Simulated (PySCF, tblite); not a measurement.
# C6H4F3P: geometry, infrared bands and NMR shifts

Aim: predict the infrared bands and NMR shifts of C6H4F3P (`FC(F)(F)c1cccpc1`).

Computed with tblite 0.8.0 and PySCF 2.14.0, with density-fitted response routines of our own, on a single molecule in the gas phase. Atoms count from 0, in the outputs and in this text.

### Step 1. The molecule as given

14 atoms, charge 0, multiplicity 1; geometry from: force field or distance geometry start.

Bonds of the start (Å): F0–C1 1.38, C1–F2 1.36, C1–F3 1.38, C1–C4 1.51, C4–C5 1.37, C5–C6 1.36, C6–C7 1.38, C7–P8 1.74, P8–C9 1.75, C9–C4 1.38, C5–H10 1.10, C6–H11 1.10, C7–H12 1.07, C9–H13 1.07.

### Step 2. Optimising the geometry with GFN2-xTB

What the job is given:

```
{"job": {"kind": "relax", "xc": "GFN2-xTB", "basis": "xTB"}, "charge": 0, "multiplicity": 1}
F     -2.758300     0.474700     0.891000
C     -2.057000    -0.176200    -0.100400
F     -2.536700     0.211900    -1.315300
F     -2.292800    -1.531400     0.004600
C     -0.585300     0.123500     0.049300
C      0.319700    -0.837400    -0.324000
C      1.672300    -0.738800    -0.275500
C      2.408000     0.346200     0.158600
P      1.457200     1.712200     0.677600
C     -0.257400     1.369900     0.531200
H     -0.107600    -1.782900    -0.692400
H      2.260100    -1.614000    -0.600300
H      3.476900     0.351000     0.178000
H     -0.999700     2.090800     0.795500
```

Launch:

```bash
$ OMP_NUM_THREADS=1 python probes_run.py task.json out
```

The driver reads the jobs from task.json and runs them one after another.

**Question.** This job is followed by: GFN2-xTB harmonic vibrations, gas phase; GIAO PBE0/pcSseg-1 NMR shielding, non-relativistic, gas phase. What will the session give for the following? strongest single infrared mode (GFN2-xTB); zero-point energy (GFN2-xTB); ¹³C shifts against TMS (PBE0/pcSseg-1); ¹H shifts against TMS (PBE0/pcSseg-1); ¹⁹F shifts against CFCl3 (PBE0/pcSseg-1, means over atoms taken as alike); ³¹P shifts against H3PO4 (PBE0/pcSseg-1); surface potential, 1st and 99th percentile.

As calculated:

| quantity | value |
| --- | --- |
| strongest single infrared mode (GFN2-xTB) | 1032 cm⁻¹, 309 km/mol |
| zero-point energy (GFN2-xTB) | 53.4 kcal/mol |
| ¹³C shifts against TMS (PBE0/pcSseg-1) | 169.1, 162.8, 141.1, 139.4, 133.6, 132.1 ppm |
| ¹H shifts against TMS (PBE0/pcSseg-1) | 9.72, 9.47, 8.38, 8.18 ppm |
| ¹⁹F shifts against CFCl3 (PBE0/pcSseg-1, means over atoms taken as alike) | -78.2 ppm |
| ³¹P shifts against H3PO4 (PBE0/pcSseg-1) | 237.0 ppm |
| surface potential, 1st and 99th percentile | -0.60 V and 1.22 V |

**Reading.** Relaxing lowered the energy by 0.497 eV in 37 steps; the close pair that moved most is C1–F3, from 1.380 to 1.342 Å. The lowest mode is slightly imaginary (7i cm⁻¹), a soft motion within the noise of the Hessian, so the minimum is not strictly shown. The strongest single mode, at 1032 cm⁻¹, moves mainly C1. Unscaled tight-binding wavenumbers are off by several per cent, some by more. Its intensities can rank the bands wrongly. At PBE0/pcSseg-1: The largest span, 748 ppm, is at P8, where the paramagnetic term is -885 ppm. NICS(1)zz of -27 ppm above the planar ring from C4 marks a diatropic (aromatic) ring current. At PBE0/pcSseg-1, counted by nearest atom on the grid, the HOMO lies on P8 37 %; C5 22 %, the LUMO on P8 40 %; C5 19 %.
